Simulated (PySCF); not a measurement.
# One shape, several levels: InNH4 (SMILES [NH2][InH2])

We compute a comparison of 6 runs (HF/3-21G, HF/def2-SVP, PBE/def2-SVP, M06-2X/def2-SVPD, TPSS/def2-TZVP, CCSD/def2-TZVP) of InNH4. Input form: a Python script.

The results are computed with PySCF 2.14.0.

**1. The structure to begin with**

The species is InNH4 (6 atoms), meant as a singlet with charge 0. As SMILES, `[NH2][InH2]`. Geometry: relaxed at PBE0-D4/def2-TZVP.

Bond lengths: N1–In2 2.007 Å, N1–H3 1.006 Å, N1–H4 1.006 Å, In2–H5 1.712 Å, In2–H6 1.712 Å. Angles: N1–In2–H5 115.0°, N1–In2–H6 115.0°, In2–N1–H3 124.3°, In2–N1–H4 124.3°, H5–In2–H6 130.0°, H3–N1–H4 111.3°.

**2. Energy and forces at HF/3-21G (run 1)**

Input file input.py:

```python
from pyscf import gto

mol = gto.M(
    atom=[
    ('N', (-0.092200, -1.060500, 0.036600)),
    ('In', (0.095300, 0.935900, -0.048300)),
    ('H', (-0.598000, -1.552900, 0.753400)),
    ('H', (0.311900, -1.697300, -0.629300)),
    ('H', (1.012500, 1.520500, -1.370700)),
    ('H', (-0.687400, 1.790300, 1.212100)),
],
    spin=0,
    charge=0,
    verbose=4,
    max_memory=1860,
    basis='3-21g',
)

hf = mol.RHF()
hf.conv_tol = 1e-10
hf.kernel()
if not hf.converged:
    hf = hf.newton().run(hf.mo_coeff, hf.mo_occ)

energy = hf.e_tot
print('Final energy', energy)
grad = hf.nuc_grad_method().kernel()
dip = hf.dip_moment()
pop, q = hf.mulliken_pop()
```

The run is started by

```sh
$ OMP_NUM_THREADS=1 python input.py
```

Output:

```text
PySCF version 2.14.0

[... 58 lines left out ...]
converged SCF energy = -5771.17908942777
Final energy -5771.179089427767
[... 12 lines left out ...]
Dipole moment(X, Y, Z, Debye): -0.04956, -0.62279,  0.03339
[... 55 lines left out ...]
charge of    5H =     -0.24001
```

It took 5.7 s on 1 thread of Intel Xeon at 2.50GHz (Skylake/Cascade Lake), shared host; peak memory 0.12 GiB.

**3. Energy and gradient at HF/def2-SVP (core potential) (run 2)**

Input file run.py:

```python
import pyscf.grad
from pyscf import gto

mol = gto.M(
    atom='''
N     -0.174233    -2.004055     0.069164
In     0.180091     1.768595    -0.091274
H     -1.130056    -2.934556     1.423720
H      0.589406    -3.207432    -1.189205
H      1.913348     2.873329    -2.590248
H     -1.298998     3.383177     2.290537
''',
    charge=0,
    unit='bohr',
    verbose=4,
    basis='def2-svp',
    ecp={'In': 'def2-svp'},
    max_memory=1860,
    spin=0,
)

hf = mol.RHF()
hf.conv_tol = 1e-10
hf.kernel()
if not hf.converged:
    hf = hf.newton().run(hf.mo_coeff, hf.mo_occ)

e_tot = hf.e_tot
print('E = %.10f Eh' % e_tot)
grad = hf.Gradients().kernel()
dip = hf.dip_moment()
pop, q = hf.mulliken_pop()
```

The run is started by

```sh
$ OMP_NUM_THREADS=1 python run.py
```

Output:

```text
PySCF version 2.14.0

[... 62 lines left out ...]
converged SCF energy = -245.912951200968
[... 13 lines left out ...]
Dipole moment(X, Y, Z, Debye): -0.01827, -0.26797,  0.01689
[... 67 lines left out ...]
charge of    5H =     -0.18172
```

Run time: 8.1 s. Hardware: 1 thread of Intel Xeon at 2.50GHz (Skylake/Cascade Lake), shared host; peak memory 0.13 GiB.

Runs 3 to 5 aren't shown in full; the table further down has their settings and results.

**4. The energy at CCSD/def2-TZVP (core potential) (run 6)**

Input file run.py:

```python
# [NH2][InH2]
from pyscf import gto, cc

system = gto.M(
    atom='''
N       -0.092200      -1.060500       0.036600
In       0.095300       0.935900      -0.048300
H       -0.598000      -1.552900       0.753400
H        0.311900      -1.697300      -0.629300
H        1.012500       1.520500      -1.370700
H       -0.687400       1.790300       1.212100
''',
    charge=0,
    verbose=3,
    ecp={'In': 'def2-svp'},
    basis='def2-tzvp',
    max_memory=1860,
)

mf = system.RHF()
mf.conv_tol = 1e-10
mf.kernel()
if not mf.converged:
    mf = mf.newton().run(mf.mo_coeff, mf.mo_occ)

mycc = cc.CCSD(mf, frozen=5)
mycc.kernel()
energy = mycc.e_tot
print('E = %.10f Eh' % energy)
mf.analyze()
```

The run is started by

```sh
$ OMP_NUM_THREADS=1 python run.py
```

Output:

```text
converged SCF energy = -245.991652851113
[... 3 lines left out ...]
MO #1   energy= -15.5142770509342  occ= 2
[... 12 lines left out ...]
MO #14  energy= -0.448014898714877 occ= 2
[... 12 lines left out ...]
MO #27  energy= 0.284743583347405  occ= 0
[... 12 lines left out ...]
MO #40  energy= 0.750335608922001  occ= 0
[... 12 lines left out ...]
MO #53  energy= 1.29634462432955   occ= 0
[... 12 lines left out ...]
MO #66  energy= 2.21537290350856   occ= 0
[... 12 lines left out ...]
MO #79  energy= 2.77329868912325   occ= 0
[... 12 lines left out ...]
MO #92  energy= 4.84156109721015   occ= 0
[... 12 lines left out ...]
MO #105 energy= 125.717164865268   occ= 0
[... 7 lines left out ...]
Dipole moment(X, Y, Z, Debye): -0.00824, -0.15747,  0.01193
```

Run time: 43 s. Hardware: 1 thread of Intel Xeon at 2.50GHz (Skylake/Cascade Lake), shared host; peak memory 0.76 GiB.

**5. The series**

| run | level | core potential | integration grid | energy (Eh) | dipole moment (D) of the reference | HOMO energy (eV) | LUMO energy (eV) | wall time |
| --- | --- | --- | --- | --- | --- | --- | --- | --- |
| 1 | HF/3-21G | – | – | -5771.179089 | 0.63 | -9.75 | 1.69 | 5.7 s |
| 2 | HF/def2-SVP (core potential) | def2-svp | – | -245.912951 | 0.27 | -10.09 | 1.51 | 8.1 s |
| 3 | PBE/def2-SVP (core potential) | def2-svp | 5 | -247.141499 | 1.02 | -5.49 | -1.62 | 21 s |
| 4 | M06-2X/def2-SVPD (core potential) | def2-svp | 5 | -247.124104 | 0.28 | -8.32 | -0.61 | 52 s |
| 5 | TPSS/def2-TZVP (core potential) | def2-svp | 5 | -247.230868 | 0.65 | -5.69 | -1.59 | 89 s |
| 6 | CCSD/def2-TZVP (core potential) | def2-svp | – | -246.511647 | 0.16 | -10.18 | 1.12 | 43 s |

**6. What came out**

| quantity | value |
| --- | --- |
| run 6: total energy | -246.51165 Eh |
| run 6: dipole moment (Hartree–Fock density) | 0.16 D |
| run 6: HOMO energy (Hartree–Fock orbitals) | -10.18 eV |
| run 6: LUMO energy (Hartree–Fock orbitals) | 1.12 eV |
| run 6: HOMO–LUMO gap (Hartree–Fock orbitals) | 11.30 eV |
| run 6: correlation energy (5 core orbitals frozen) | -520.0 mEh |
| run 6: T1 diagnostic | 0.016 |

Over runs 1, 2, 3, 4, 5 the dipole moment (its size) runs from 0.27 D (HF/def2-SVP) to 1.02 D (PBE/def2-SVP). Over runs 1, 2, 3, 4, 5 the HOMO–LUMO gap runs from 3.87 eV (PBE/def2-SVP) to 11.60 eV (HF/def2-SVP). Exact exchange widens orbital gaps. Totals of different functionals can't be ranked against each other. Some runs of one species differ in core potentials or relativity; totals across that change don't compare. In run 1 relativity is left out where basis or elements ask for it. All runs together took 3.6 min, the longest 89 s.
